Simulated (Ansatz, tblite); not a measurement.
**The cluster Sn₆S₆: one state, many levels**

How do method and basis change the picture of the cluster Sn₆S₆ (singlet)?

Computed with Ansatz 0.2.0, Gaussian basis. Level: as each input shows.

Plan: GFN1-xTB, GFN2-xTB, PBE-D4/def2-SVP, r2SCAN-D4/def2-SVP, MP2/def2-SVP.

9 further runs of the same task are left out: 7 that didn't finish, 2 set aside as unsound or not needed. Runs told in other sessions of the task aren't counted.

### Step 1. The structure

The geometry is that of the singlet, from an earlier relaxation (PBE-D4/def2-SVP). At that level it is the lowest of the isomers that a small search found.

12 atoms, charge 0, spin multiplicity 1.

Bond lengths: Sn1–S9 2.890 Å, Sn1–S11 2.762 Å, Sn1–S12 2.653 Å, Sn2–S8 2.761 Å, Sn2–S10 2.611 Å, Sn2–S12 2.539 Å, Sn3–S8 2.892 Å, Sn3–S11 2.652 Å, Sn3–S12 2.763 Å, Sn4–S7 2.612 Å, Sn4–S9 2.763 Å, Sn4–S11 2.538 Å, Sn5–S8 2.775 Å, Sn5–S9 2.695 Å, Sn5–S10 2.511 Å, Sn6–S7 2.511 Å, Sn6–S8 2.696 Å, Sn6–S9 2.774 Å. Angles: S9–Sn1–S11 82.7°, S9–Sn1–S12 116.8°, S11–Sn1–S12 75.7°, S8–Sn2–S10 90.9°, S8–Sn2–S12 89.6°, S10–Sn2–S12 89.8°, S8–Sn3–S11 116.8°, S8–Sn3–S12 82.7°, S11–Sn3–S12 75.6°, S7–Sn4–S9 90.8°, S7–Sn4–S11 89.8°, S9–Sn4–S11 89.5°, S8–Sn5–S9 83.3°, S8–Sn5–S10 92.7°, S9–Sn5–S10 95.3°, S7–Sn6–S8 95.3°, S7–Sn6–S9 92.7°, S8–Sn6–S9 83.3° and more.

Geometry (Å):

```xyz
12

Sn   -0.65227    1.95645   -1.05688
Sn   -0.48500    1.61172    2.78344
Sn    2.26713    0.06298    0.47125
Sn    0.87550   -1.12742   -2.92447
Sn   -2.60551   -0.70501    1.00086
Sn   -0.25288   -2.86702    0.03215
S     2.00633   -2.46742   -0.98893
S    -0.00525   -0.97044    1.93171
S    -1.41691   -0.80744   -1.41601
S    -2.54122    1.79856    1.18441
S     1.79088    1.03071   -1.95155
S     1.01921    2.48433    0.93403
```

Sn takes a core potential in the def2 sets. No spin-orbit coupling is included.

PBE0-D4/def2-SVP was run before; its log isn't repeated, and its numbers join the tables.

### Step 2. GFN1-xTB

Tight binding, by tblite at 300 K electronic temperature and without a spin-polarisation term:

```python
tblite.interface.Calculator('GFN1-xTB', numbers, positions, charge=0, uhf=0).singlepoint()
```

Energy -1027.4872 eV, HOMO -9.74 eV, LUMO -7.12 eV; 0.025 s.

### Step 3. GFN2-xTB

Tight binding, by tblite at 300 K electronic temperature and without a spin-polarisation term:

```python
tblite.interface.Calculator('GFN2-xTB', numbers, positions, charge=0, uhf=0).singlepoint()
```

Energy -891.7311 eV, HOMO -10.67 eV, LUMO -8.34 eV; 0.055 s.

### Step 4. PBE-D4/def2-SVP

start.molden holds the orbitals of an earlier run on this state, given as this run's starting guess.

Input file in.yaml:

```yaml
crystal:
  periodic: [false, false, false]
  atoms:
    - {symbol: Sn, position_ang: [-0.652269, 1.956451, -1.056880]}
    - {symbol: Sn, position_ang: [-0.485001, 1.611720, 2.783445]}
    - {symbol: Sn, position_ang: [2.267126, 0.062976, 0.471252]}
    - {symbol: Sn, position_ang: [0.875496, -1.127417, -2.924472]}
    - {symbol: Sn, position_ang: [-2.605506, -0.705009, 1.000857]}
    - {symbol: Sn, position_ang: [-0.252875, -2.867024, 0.032150]}
    - {symbol: S, position_ang: [2.006330, -2.467422, -0.988932]}
    - {symbol: S, position_ang: [-0.005246, -0.970435, 1.931707]}
    - {symbol: S, position_ang: [-1.416912, -0.807438, -1.416007]}
    - {symbol: S, position_ang: [-2.541224, 1.798564, 1.184413]}
    - {symbol: S, position_ang: [1.790882, 1.030708, -1.951554]}
    - {symbol: S, position_ang: [1.019210, 2.484326, 0.934031]}
basis:
  gaussian: {orbitals: def2-SVP, initial_orbitals: start.molden}
hamiltonian: {xc: pbe, dispersion: d4}
scf: {omitted_lower_state_checks: [starts]}
output: {forces: true, orbitals: {seedname: orbitals}}
```

Command:

```bash
> ansatz run in.yaml --threads 4 --pin off --events-out ev --progress --plain --max-ram 6963MiB
```

After this run come: r2SCAN-D4/def2-SVP; MP2/def2-SVP.

Before running them: what should the planned runs give, taken together? Wanted: gap in def2-SVP, named functionals, smallest and largest; correlation energy, MP2/def2-SVP; binding an atom, functionals in def2-SVP.

The runs gave:

| quantity | value |
| --- | --- |
| gap in def2-SVP, named functionals, smallest and largest | 2.05 eV (PBE-D4), 3.46 eV (PBE0-D4) |
| correlation energy, MP2/def2-SVP | -36.68 eV |
| binding an atom, functionals in def2-SVP | 3.35 (r2SCAN-D4) to 3.54 eV (PBE-D4) |

In words: Orbital gaps of the named functionals in def2-SVP span 2.05 eV (PBE-D4) to 3.46 eV (PBE0-D4); exact exchange widens it.
